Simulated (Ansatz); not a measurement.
What does this script print? It uses Ansatz 0.2.0, Python API.

`bazro3.py`
```python
"""Response of BaZrO3 to an electric field."""

import ansatz as az
import numpy as np


def main() -> None:
    xtal = (
        az.Lattice.cubic(4.19134)
        .space_group(221)
        .atom("Ba", (0.0, 0.0, 0.0))
        .atom("Zr", (0.5, 0.5, 0.5))
        .atom("O", (0.0, 0.5, 0.5))
    )

    # an insulator: whole occupations
    base = (
        xtal.calculation()
        .functional("pbe")
        .basis(630, xc_grid=1)
        .kpoints(3, center="gamma")
        .mixing("msr1", ndim=12, beta=0.4)
        .scf(tolerance=1e-08, lower_state_search="off")
        .occupations("fixed")
        .dielectric()
    )
    result = base.run(threads=1, pin="off")
    response = result.dielectric
    eps = np.asarray(response.eps_inf)

    print(f"mean eps_inf {np.trace(eps) / 3:.3f}, fraction of exact exchange 1/eps = {3 / np.trace(eps):.3f}")
    print(np.array2string(eps, precision=3, suppress_small=True))
    for site, z in zip(result.lattice.sites, response.zstar_e):
        print(f"{site.symbol:2s} Z* trace/3 = {np.trace(z) / 3:+.3f} e")
    print(f"charge neutrality missed by {response.zstar_sum_residual_pre_e:.4f} e before the sum rule")


if __name__ == "__main__":
    main()
```

Running `python bazro3.py` prints:
```text
mean eps_inf 4.863, fraction of exact exchange 1/eps = 0.206
[[4.863 0.    0.   ]
 [0.    4.863 0.   ]
 [0.    0.    4.863]]
Ba Z* trace/3 = +2.753 e
Zr Z* trace/3 = +6.105 e
O  Z* trace/3 = -2.953 e
O  Z* trace/3 = -2.953 e
O  Z* trace/3 = -2.953 e
charge neutrality missed by 0.0108 e before the sum rule
```

These settings explore the input space; cutoff and mesh may be short of convergence. The run is spin-unpolarised. The Fermi level of a run with fixed occupations marks the highest occupied state on its mesh, not mid-gap. The k-point mesh is coarse, and energy and stress weren't tested for convergence. Pressure is positive in compression. The structure is a deposited one; some such entries were measured under pressure or heat, so a shift against it needn't be the functional's error alone. This is the electronic (clamped-ion) response; a semilocal gap that is too small tends to raise it. The typed mesh is that of the SCF; the response is solved on denser meshes that the run picks. Processor time in the engine: 26 s on 1 thread of Intel(R) Xeon(R) Processor @ 2.30GHz, with other jobs on the host, peak memory 0.75 GiB.
